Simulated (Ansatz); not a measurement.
# CH7BGaN: two geometries relaxed

Aim: relax the geometries before and after the shift of H9 from C3 to N2, and see whether they are two minima and how far apart in energy. SMILES of the start: BN[CH2][GaH2].

Program: Ansatz 0.2.0. Level of theory: RKS PBE/def2-SVP. These are calculated values, not measurements.

## Step 1: The system as given

Bond lengths: B1–N2 1.379 Å, N2–C3 1.454 Å, C3–Ga4 2.064 Å, B1–H5 1.171 Å, B1–H6 1.172 Å, N2–H7 1.015 Å, C3–H8 1.102 Å, C3–H9 1.095 Å, Ga4–H10 1.593 Å, Ga4–H11 1.597 Å. Angles (14 of 15 angles, heavy atoms first): B1–N2–C3 127.7°, N2–C3–Ga4 104.0°, B1–N2–H7 120.0°, C3–N2–H7 112.2°, N2–B1–H5 118.6°, N2–B1–H6 119.1°, N2–C3–H8 110.7°, N2–C3–H9 109.1°, Ga4–C3–H8 113.3°, Ga4–C3–H9 112.8°, C3–Ga4–H10 114.8°, C3–Ga4–H11 130.8°, H5–B1–H6 122.3°, H8–C3–H9 106.9°.

As a file:

```xyz
11

B    -0.6036    1.8027    0.5596
N     0.2315    0.7266    0.3426
C    -0.0466   -0.6784    0.5937
Ga    0.3926   -1.6042   -1.1985
H    -0.1986    2.8798    0.3411
H    -1.6875    1.6114    0.9628
H     1.1879    0.8802    0.0378
H     0.5581   -1.0502    1.4361
H    -1.0973   -0.7896    0.8816
H     1.0488   -0.6549   -2.2969
H     0.2147   -3.1232   -1.6599
```

## Step 2: Relaxing end A

Input file input.yaml:

```yaml
crystal:
  periodic: [false, false, false]
  atoms:
    - { symbol: B, position_ang: [-0.60356, 1.80269, 0.55963] }
    - { symbol: "N", position_ang: [0.23149, 0.72655, 0.3426] }
    - { symbol: C, position_ang: [-0.04663, -0.67841, 0.59367] }
    - { symbol: Ga, position_ang: [0.39265, -1.60423, -1.19852] }
    - { symbol: H, position_ang: [-0.1986, 2.87977, 0.34112] }
    - { symbol: H, position_ang: [-1.68747, 1.6114, 0.96285] }
    - { symbol: H, position_ang: [1.18787, 0.8802, 0.03781] }
    - { symbol: H, position_ang: [0.55807, -1.05017, 1.43606] }
    - { symbol: H, position_ang: [-1.09728, -0.78962, 0.88163] }
    - { symbol: H, position_ang: [1.04875, -0.65493, -2.29694] }
    - { symbol: H, position_ang: [0.2147, -3.12324, -1.6599] }
basis:
  gaussian: { orbitals: def2-SVP }
hamiltonian:
  xc: pbe
relax:
  f_tol: 0.02
  max_steps: 50
output:
  orbitals: {}
```

The run is started by

```bash
$ ansatz run input.yaml --threads 2 --pin off --max-ram 3072MiB --backend cpu --events-out ev --progress --plain --runs-dir out
```

What it wrote, shortened:

```text
Warning: RAYON_NUM_THREADS=2 ignored (pool sized by the plan → 2); use --threads N
[...]
Functional definition: PBE
[...]
1245 factors; their error is unknown
[...]
mean field -55673.26887394 eV, -2045.9548944202 hartree, gradient 1.2e-5 eV, S^2 0.000000; 0 other end points of the search recorded, 0 dependent functions left out
[...]
reference -55673.26891837 eV, -2045.9548960531 hartree; 28, 28 occupied and 81, 81 virtual orbitals, 1245 factors
relax step   1: F+E_penalty+E_count = -55673.26887394 eV  Δ(F+E_penalty+E_count) = +0.000e0 eV  max|allowed force component| = 1.123e0 eV/Å  Δτ_max = 0.0000 Å  (29 SCF iters, accepted)
[...]
relax step   3: F+E_penalty+E_count = -55673.45006019 eV  Δ(F+E_penalty+E_count) = -3.917e-2 eV  max|allowed force component| = 3.427e-1 eV/Å  Δτ_max = 0.0903 Å  (29 SCF iters, accepted)
[...]
relax step   5: F+E_penalty+E_count = -55673.46371370 eV  Δ(F+E_penalty+E_count) = -2.984e-3 eV  max|allowed force component| = 1.599e-1 eV/Å  Δτ_max = 0.1999 Å  (28 SCF iters, accepted)
[...]
relax step   7: F+E_penalty+E_count = -55673.46910272 eV  Δ(F+E_penalty+E_count) = -5.175e-4 eV  max|allowed force component| = 3.465e-2 eV/Å  Δτ_max = 0.0109 Å  (32 SCF iters, accepted)
[...]
relax step   8: F+E_penalty+E_count = -55673.46949671 eV  Δ(F+E_penalty+E_count) = -3.940e-4 eV  max|allowed force component| = 2.219e-2 eV/Å  Δτ_max = 0.0292 Å  (30 SCF iters, accepted)
[...]
relax step   9: F+E_penalty+E_count = -55673.46954943 eV  Δ(F+E_penalty+E_count) = -5.272e-5 eV  max|allowed force component| = 8.905e-3 eV/Å  Δτ_max = 0.0048 Å  (23 SCF iters, accepted)
1245 factors; their error is unknown
mean field -55673.46954943 eV, -2045.9622691084 hartree, gradient 1.9e-5 eV, S^2 0.000000; 1 other end points of the search recorded, 0 dependent functions left out
[...]
reference -55673.46959415 eV, -2045.9622707518 hartree; 28, 28 occupied and 81, 81 virtual orbitals, 1245 factors
Total energy: -55673.46959415 eV, -2045.9622707518 hartree
Atom 0 at    -0.652746     1.827982     0.617909 Å, force     0.005192    -0.000667     0.000933 eV/Å
Atom 1 at     0.276668     0.803272     0.421021 Å, force    -0.002243    -0.005490     0.002151 eV/Å
Atom 2 at     0.048370    -0.634854     0.457054 Å, force    -0.005771    -0.001247     0.008905 eV/Å
Atom 3 at     0.406678    -1.618943    -1.252714 Å, force     0.000977    -0.002700    -0.002739 eV/Å
Atom 4 at    -0.276916     2.981745     0.522221 Å, force    -0.000309    -0.000010     0.000205 eV/Å
Atom 5 at    -1.807517     1.534883     0.876964 Å, force    -0.000528    -0.002302    -0.000997 eV/Å
Atom 6 at     1.240636     1.059463     0.189452 Å, force     0.006577     0.008783    -0.001753 eV/Å
Atom 7 at     0.654848    -1.123982     1.257536 Å, force    -0.004488     0.005065    -0.006723 eV/Å
Atom 8 at    -1.009623    -0.820561     0.739672 Å, force     0.001314    -0.001255    -0.001566 eV/Å
Atom 9 at     1.169562    -0.879191    -2.429932 Å, force    -0.001754    -0.000107     0.000979 eV/Å
Atom 10 at    -0.049971    -3.129805    -1.399174 Å, force     0.001033    -0.000070     0.000604 eV/Å
Dipole moment:     0.287278    -0.322792     0.016347 e Å
```

It took 18 s on 2 threads of Arm Neoverse V2, shared host; peak memory 0.15 GiB.

The steps of the relaxation:

```
step  energy from step 1 (eV)  largest force component (eV/Å)
   1                   0.0000                          1.1233
   2                  -0.1420                          0.7409
   3                  -0.1812                          0.3427
   4                  -0.1919                          0.1657
   5                  -0.1948                          0.1599
   6                  -0.1997                          0.0630
   7                  -0.2002                          0.0347
   8                  -0.2006                          0.0222
   9                  -0.2007                          0.0089
```

Step 1 is the start.

After: Bond lengths: B1–N2 1.397 Å, N2–C3 1.457 Å, C3–Ga4 2.005 Å, B1–H5 1.217 Å, B1–H6 1.219 Å, N2–H7 1.024 Å, C3–H8 1.117 Å, C3–H9 1.111 Å, Ga4–H10 1.586 Å, Ga4–H11 1.585 Å. Angles (14 of 15 angles, heavy atoms first): B1–N2–C3 128.0°, N2–C3–Ga4 115.8°, B1–N2–H7 118.3°, C3–N2–H7 113.6°, N2–B1–H5 118.6°, N2–B1–H6 118.9°, N2–C3–H8 111.4°, N2–C3–H9 108.7°, Ga4–C3–H8 107.4°, Ga4–C3–H9 107.8°, C3–Ga4–H10 119.3°, C3–Ga4–H11 119.7°, H5–B1–H6 122.5°, H8–C3–H9 105.2°.

## Step 3: Relaxing end B

The second end starts from a geometry with the move made by hand.

input.yaml, as its differences from that of step 2:

```diff
@@ -11,3 +11,3 @@
     - { symbol: H, position_ang: [0.55807, -1.05017, 1.43606] }
-    - { symbol: H, position_ang: [-1.09728, -0.78962, 0.88163] }
+    - { symbol: H, position_ang: [-0.80127, 0.61682, 0.28812] }
     - { symbol: H, position_ang: [1.04875, -0.65493, -2.29694] }
@@ -21,3 +21 @@
   max_steps: 50
-output:
-  orbitals: {}
```

The run is started by

```bash
$ ansatz run input.yaml --threads 2 --pin off --max-ram 3072MiB --backend cpu --events-out ev --progress --plain --runs-dir out
```

What it wrote, shortened:

```text
Warning: RAYON_NUM_THREADS=2 ignored (pool sized by the plan → 2); use --threads N
[...]
[... 1 set-up line as earlier in the session ...]
[...]
1245 factors; their error is unknown
[...]
mean field -55667.41076851 eV, -2045.7396130166 hartree, gradient 2.7e-5 eV, S^2 0.000000; 0 other end points of the search recorded, 0 dependent functions left out
[...]
reference -55667.41081137 eV, -2045.7396145918 hartree; 28, 28 occupied and 81, 81 virtual orbitals, 1245 factors
relax step   1: F+E_penalty+E_count = -55667.41076851 eV  Δ(F+E_penalty+E_count) = +0.000e0 eV  max|allowed force component| = 5.233e0 eV/Å  Δτ_max = 0.0000 Å  (30 SCF iters, accepted)
[...]
relax step   4: F+E_penalty+E_count = -55670.86522492 eV  Δ(F+E_penalty+E_count) = -1.150e0 eV  max|allowed force component| = 4.325e0 eV/Å  Δτ_max = 0.1948 Å  (37 SCF iters, accepted)
[...]
Atom 1 at     0.328715     0.909607     0.400099 Å, force     0.001567    -0.018994    -0.001763 eV/Å
Atom 2 at     0.024061    -0.514970     0.394636 Å, force     0.000922     0.009981     0.002603 eV/Å
Atom 3 at     0.403919    -1.490957    -1.315816 Å, force    -0.000842    -0.001645     0.002753 eV/Å
Atom 4 at    -0.114946     3.112120     0.509749 Å, force    -0.001806     0.000916     0.001203 eV/Å
Atom 5 at    -1.738366     1.743686     0.743382 Å, force     0.000014    -0.001185     0.000802 eV/Å
Atom 6 at     1.316869     1.119434     0.232526 Å, force     0.005345    -0.002073    -0.003927 eV/Å
Atom 7 at     0.563869    -1.049923     1.212998 Å, force    -0.007614     0.003232    -0.005147 eV/Å
Atom 8 at    -1.055285    -0.648574     0.621638 Å, force     0.006058    -0.002328     0.001491 eV/Å
Atom 9 at     1.217382    -0.766125    -2.467682 Å, force     0.000692     0.001322     0.001638 eV/Å
Atom 10 at    -0.094199    -2.986636    -1.485520 Å, force     0.000799     0.002436    -0.000062 eV/Å
Dipole moment:     0.271603    -0.336154     0.027507 e Å
```

It took 29 s on 2 threads of Arm Neoverse V2, shared host; peak memory 0.15 GiB.

The steps of the relaxation:

```
step  energy from step 1 (eV)  largest force component (eV/Å)
   1                   0.0000                          5.2330
   2                  -1.2144                          3.7825
   3                  -2.3047                          3.8745
   4                  -3.4545                          4.3246
   5                  -4.4795                          3.5962
   6                  -5.3635                          1.9000
   7                  -5.7592                          0.7322
   8                  -5.9674                          0.2965
   9                  -6.0329                          0.2409
  10                  -6.0487                          0.2645
  11                  -6.0564                          0.0952
  12                  -6.0576                          0.0602
  13                  -6.0581                          0.0570
  14                  -6.0586                          0.0246
  15                  -6.0588                          0.0190
```

Step 1 is the start.

After: Bond lengths: B1–N2 1.397 Å, N2–C3 1.457 Å, C3–Ga4 2.006 Å, B1–H5 1.217 Å, B1–H6 1.219 Å, N2–H7 1.024 Å, C3–H8 1.117 Å, C3–H9 1.111 Å, Ga4–H10 1.586 Å, Ga4–H11 1.586 Å. Angles (14 of 15 angles, heavy atoms first): B1–N2–C3 128.1°, N2–C3–Ga4 116.1°, B1–N2–H7 118.2°, C3–N2–H7 113.7°, N2–B1–H5 118.6°, N2–B1–H6 118.9°, N2–C3–H8 111.4°, N2–C3–H9 108.7°, Ga4–C3–H8 107.5°, Ga4–C3–H9 107.4°, C3–Ga4–H10 119.6°, C3–Ga4–H11 119.4°, H5–B1–H6 122.5°, H8–C3–H9 105.2°.

Pairs that crossed the distance rule for bonds on the way: came closer C3–H9; moved apart B1–H9, N2–H9.

## Step 4: Outcome

| quantity | value |
| --- | --- |
| end A | 8 moves, 0.201 eV lower |
| end B | 14 moves, 6.059 eV lower |
| largest difference between the ends | 0.05 Å |
| end B relative to end A | +0.000 eV |

In words: Both starts fell into the same minimum (no atom differs by more than 0.05 Å), so from this start no second minimum was found and no band was run; another arrangement could still be one.
